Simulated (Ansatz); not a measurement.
# C2H9FSSi2: the cost of one run

Program: Ansatz 0.2.0. Level of theory: RKS PBE-D4/STO-3G. These are calculated values, not measurements.

## (1) The system as given

Bond lengths: C1–Si2 1.872 Å, Si2–C3 1.843 Å, C3–F4 1.275 Å, Si2–Si5 2.295 Å, Si5–S6 2.167 Å, C1–H7 1.099 Å, C1–H8 1.098 Å, C1–H9 1.019 Å, Si2–H10 1.513 Å, C3–H11 1.108 Å, C3–H12 1.112 Å, Si5–H13 1.496 Å, Si5–H14 1.482 Å, S6–H15 1.317 Å. Angles (14 of 25 angles, heavy atoms first): C1–Si2–C3 111.6°, C1–Si2–Si5 111.5°, C3–Si2–Si5 105.9°, Si2–C3–F4 112.8°, Si2–Si5–S6 110.7°, C1–Si2–H10 107.2°, C3–Si2–H10 110.7°, Si5–Si2–H10 110.0°, Si2–C1–H7 108.8°, Si2–C1–H8 106.9°, Si2–C1–H9 112.8°, Si2–C3–H11 109.4°, Si2–C3–H12 111.4°, F4–C3–H11 107.4°.

Structure file:

```xyz
15

C    -0.0089   -1.8642    0.7089
Si    0.6901   -0.2207    0.1487
C     1.3291   -0.3084   -1.5782
F     0.4245   -0.6129   -2.4242
Si   -0.9155    1.4189    0.1421
S    -1.6555    1.7750    2.1470
H    -0.4250   -1.7455    1.7195
H    -0.8401   -2.1044    0.0330
H     0.6910   -2.6046    0.7291
H     1.7985    0.1450    1.1107
H     2.1167   -1.0851   -1.6409
H     1.8149    0.6455   -1.8798
H    -0.4003    2.7372   -0.3435
H    -2.1043    1.0723   -0.6729
H    -2.5371    2.7011    1.8299
```

## (2) End point A

The input, input.yaml:

```yaml
crystal:
  periodic: [false, false, false]
  atoms:
    - { symbol: C, position_ang: [-0.0089, -1.8642, 0.7089] }
    - { symbol: Si, position_ang: [0.6901, -0.2207, 0.1487] }
    - { symbol: C, position_ang: [1.3291, -0.3084, -1.5782] }
    - { symbol: F, position_ang: [0.4245, -0.6129, -2.4242] }
    - { symbol: Si, position_ang: [-0.9155, 1.4189, 0.1421] }
    - { symbol: S, position_ang: [-1.6555, 1.775, 2.147] }
    - { symbol: H, position_ang: [-0.425, -1.7455, 1.7195] }
    - { symbol: H, position_ang: [-0.8401, -2.1044, 0.033] }
    - { symbol: H, position_ang: [0.691, -2.6046, 0.7291] }
    - { symbol: H, position_ang: [1.7985, 0.145, 1.1107] }
    - { symbol: H, position_ang: [2.1167, -1.0851, -1.6409] }
    - { symbol: H, position_ang: [1.8149, 0.6455, -1.8798] }
    - { symbol: H, position_ang: [-0.4003, 2.7372, -0.3435] }
    - { symbol: H, position_ang: [-2.1043, 1.0723, -0.6729] }
    - { symbol: H, position_ang: [-2.5371, 2.7011, 1.8299] }
basis:
  gaussian: { orbitals: STO-3G }
hamiltonian:
  xc: pbe
  dispersion: d4
relax:
  f_tol: 0.02
  max_steps: 50
```

On the command line:

```
$ ansatz run input.yaml --threads 1 --pin off --max-ram 2048MiB --backend cpu --events-out ev --progress --plain --runs-dir out
```

What time and memory should one allow on 1 thread of Arm Neoverse V2, shared host?

About 45 s, with a peak of 0.16 GiB.
